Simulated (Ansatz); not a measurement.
# YbInPt (P-62m): relaxation of the ions, by script

Where do the atoms of YbInPt (P-62m) settle in the given cell? Aim: a relaxation of the ions, for YbInPt (P-62m), run from a script.

Computed with Ansatz 0.2.0, driven from Python. Level of theory: DFT r2SCAN, plane waves, PAW.

### Step 1. The structure

It takes space group P-62m (No. 189, hexagonal). Conventional cell: a = 7.590 Å, b = 7.590 Å, c = 4.018 Å, α = 90.00°, β = 90.00°, γ = 120.00°. Around Yb (site symmetry m2m) lie 5 Pt at 3.06 Å and 6 In at 3.25 to 3.36 Å. Around In (site symmetry m2m) lie 4 Pt at 2.82 to 2.85 Å. Pt (site symmetry -6) has 3 In at 2.85 Å and 6 Yb at 3.06 Å in its first shell of neighbours. Pt (site symmetry -62m) has 6 In at 2.82 Å and 3 Yb at 3.06 Å in its first shell of neighbours.

The script holds or builds the structure itself.

### Step 2. The script

Input file ybinpt_relax.py:

```python
"""Relax the ions of YbInPt at fixed cell."""

from pathlib import Path

import ansatz as az
from ase import Atoms
from ase.neighborlist import neighbor_list
import matplotlib.pyplot as plt
import numpy as np

cell = (
    az.Lattice.of((7.58954854, 0.0, 0.0), (-3.79477427, 6.57274184, 0.0), (0.0, 0.0, 4.018307))
    .atom("Yb", (0.403439, 0.0, 0.0))
    .atom("Yb", (0.0, 0.403439, 0.0))
    .atom("Yb", (0.596561, 0.596561, 0.0))
    .atom("In", (0.739644, 0.0, 0.5))
    .atom("In", (0.0, 0.739644, 0.5))
    .atom("In", (0.260356, 0.260356, 0.5))
    .atom("Pt", (1 / 3, 2 / 3, 0.5))
    .atom("Pt", (2 / 3, 1 / 3, 0.5))
    .atom("Pt", (0.0, 0.0, 0.0))
)
# a displaced start

base = (
    cell.move(3, to=(0.74521284, -0.01521435, 0.5248861)).calculation()
    .functional("r2scan")
    .occupations("Methfessel-Paxton", width=0.05)
    .scf(tolerance=1e-07, max_iterations=80)
    .kpoints(3, 3, 4, shift=0.5)
    .pseudopotentials("paw")
    .relax(force_tolerance=0.05, max_steps=60)
    .density()
    .electron_localization_function()
    .output_files(volumetric_format="npy")
)
steps = []


def collect(event):
    if event["event"] == "relax_step":
        steps.append(event["data"])


outcome = base.session().plan().execute(on_event=collect)
r = outcome.report
for s in steps:
    flag = "" if s["accepted"] else "  (rejected)"
    print("step %2d  E = %.5f eV  largest force component = %.4f eV/A%s" % (s["step"], s["lagrangian_ev"], s["allowed_force_max_ev_ang"], flag))

first, last = steps[0], steps[-1]
symbols = [site.symbol for site in outcome.lattice.sites]
print(f"energy gained {first['lagrangian_ev'] - last['lagrangian_ev']:.4f} eV in {len(steps) - 1} steps")

final = Atoms(symbols, positions=last["positions_ang"], cell=outcome.lattice.cell_ang, pbc=True)
i, j, d = neighbor_list("ijd", final, 4.5)
print("neighbours within 1.2 times the shortest distance of each atom (A)")
for atom in range(len(final)):
    near = [m for m in np.argsort(d) if i[m] == atom]
    shell = [m for m in near if d[m] < 1.2 * d[near[0]]]
    print(f"{symbols[atom]}{atom} ({len(shell)}):", ", ".join(f"{symbols[j[m]]} {d[m]:.3f}" for m in shell))

print("relaxed fractional positions")
for site in outcome.lattice.sites:
    print(f"  {site.symbol:2s}", " ".join(f"{v % 1:8.5f}" for v in np.round(site.position_frac, 5)))

print("atom   start x y z (A)              end x y z (A)")
for symbol, a, b in zip(symbols, first["positions_ang"], last["positions_ang"]):
    print(f"{symbol:3s}", " ".join(f"{v:8.4f}" for v in a), "  ", " ".join(f"{v:8.4f}" for v in b))

fig, (top, bottom) = plt.subplots(2, 1, sharex=True, figsize=(4.5, 4))
top.plot([s["lagrangian_ev"] - last["lagrangian_ev"] for s in steps], "o-")
top.set_ylabel("E - E(final) (eV)")
bottom.semilogy([max(s["allowed_force_max_ev_ang"], 1e-6) for s in steps], "s-")
bottom.set(xlabel="step", ylabel="largest force (eV/A)")
fig.tight_layout()
fig.savefig("relax.png", dpi=100)

energy = r["free_energy_ev"]
print("F of the YbInPt cell: {:.6f} eV = {:.6f} Ry = {:.6f} Ha".format(energy, energy / 13.605693, energy / 27.211386))
print("Fermi level {:.4f} eV, {} k-points, {} symmetry operations".format(r["fermi_energy_ev"], r["n_kpoints"], r["n_symmetry_ops"]))

# ELF is 0.5 in a uniform gas and nears 1 where pairs localise
folder = Path(outcome.write_results("elf"))
elf = np.load(folder / "elf.npy")
peak = np.unravel_index(elf.argmax(), elf.shape)
print(f"largest ELF {elf.max():.3f} at grid fractions", np.round(np.array(peak) / elf.shape, 3))
for level in (0.2, 0.5, 0.7, 0.8, 0.9):
    print(f"share of the cell with ELF over {level}: {np.mean(elf > level):.3f}")

print("doubts on the final state:", r["published_state_doubts"] or "none")
print("warnings:", sorted({n["data"]["kind"] for n in outcome.notices if n["data"].get("severity") in ("warning", "doubt")}) or "none")
```

### Step 3. Running it

The run is started by

```
> python ybinpt_relax.py
```

Q: Predict the main results. Wanted: free energy; moves of the relaxation; energy gained; last largest force component.

The runs gave:

```
                    quantity                                 value
                 free energy  -95872.5957 eV (-10652.5106 eV/atom)
     moves of the relaxation                                     2
               energy gained                         11.6 meV/atom
last largest force component                           0.0244 eV/Å
```

What this shows: After 2 moves the largest shift is 0.155 Å, of atom 4 (In). The script had first distorted the structure, so the gain undoes that, in part or whole. Within 0.02 Å the atoms end in space group P-62m, from P1 at the start. Reading the output:
- Semilocal functionals put the nearly full 4f shell of Yb too close to the Fermi level.
- For a metal this k-point mesh is coarse: on a finer one energies can move by several to tens of meV an atom and pressures by half a GPa or more, differences at one mesh by less.
- The zero of the levels is a convention of the potentials, so an absolute Fermi energy is no work function.
- Energies along a relaxation are free energies. A last row that repeats the one before re-solves the same geometry more tightly.
- Spin-orbit coupling, which matters for elements this heavy, is left out.
- Densities and potentials on the grid are those of the valence electrons, and inside the cores they hang on the potentials used.
- This cell is a computed structure, which may not be the phase found in nature.
